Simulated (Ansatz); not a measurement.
# CH2AlNO2: basis-set convergence

An exercise on one series of results from a longer session: the logs are not shown, and one member is left open.

Program: Ansatz 0.2.0, Gaussian basis. Level of theory: one geometry, several basis sets. These are calculated values, not measurements.

Plan: PBE0-D4/def2-SVP; ωB97M-V/def2-SVP; PBE0-D4/def2-QZVPP; ωB97M-V/def2-QZVPP; the functionals' def2-TZVPP values are taken from earlier runs.

1 further run of the same task is left out (it didn't finish).

## The relaxed structure

An earlier PBE0-D4 in a triple-zeta def2 set relaxation fixed the geometry.

7 atoms, charge 0, spin multiplicity 1.

Atoms are counted from 1 here; the program's logs count them from 0.

Bond lengths: O1–C2 1.324 Å, O1–H6 0.975 Å, C2–N3 1.306 Å, C2–Al4 1.829 Å, N3–Al4 1.792 Å, Al4–O5 1.672 Å, O5–H7 0.955 Å. Angles: C2–O1–H6 106.3°, O1–C2–N3 125.2°, O1–C2–Al4 167.4°, N3–C2–Al4 67.4°, C2–N3–Al4 70.4°, C2–Al4–N3 42.3°, C2–Al4–O5 167.8°, N3–Al4–O5 149.9°, Al4–O5–H7 127.1°.

Set-up of the first run:

The input, in.yaml:

```yaml
crystal:
  periodic: [false, false, false]
  atoms:
    - {symbol: O, position_ang: [-0.729537, -0.453649, 2.074707]}
    - {symbol: C, position_ang: [-0.216853, -0.293186, 0.864942]}
    - {symbol: N, position_ang: [0.710800, -1.043719, 0.334242]}
    - {symbol: Al, position_ang: [0.236691, 0.237837, -0.825141]}
    - {symbol: O, position_ang: [0.407091, 0.974782, -2.316357]}
    - {symbol: H, position_ang: [-0.277323, -1.225520, 2.462866]}
    - {symbol: H, position_ang: [-0.069769, 1.735555, -2.640959]}
basis:
  gaussian: {orbitals: def2-SVP}
hamiltonian: {xc: pbe0, dispersion: d4}
output: {orbitals: {seedname: orbitals}}
```

Steps of the session up to this table: PBE0-D4 in def2-SVP; ωB97M-V in def2-SVP; PBE0-D4 in def2-QZVPP; ωB97M-V in def2-QZVPP.

One table of the session follows, with a row left open; its other results are not shown here.

It belongs to the step «Functionals by basis». 

```
functional       basis  HOMO (eV)
   PBE0-D4    def2-SVP      -6.00
   PBE0-D4  def2-TZVPP          ?
   PBE0-D4  def2-QZVPP      -6.21
   ωB97M-V    def2-SVP      -8.23
   ωB97M-V  def2-TZVPP      -8.43
   ωB97M-V  def2-QZVPP      -8.48
```

Q: Estimate the row for PBE0-D4, def2-TZVPP from the others.

As computed: HOMO (eV): -6.16. In the column «HOMO (eV)» it lies between PBE0-D4, def2-QZVPP (-6.21) and PBE0-D4, def2-SVP (-6.00).
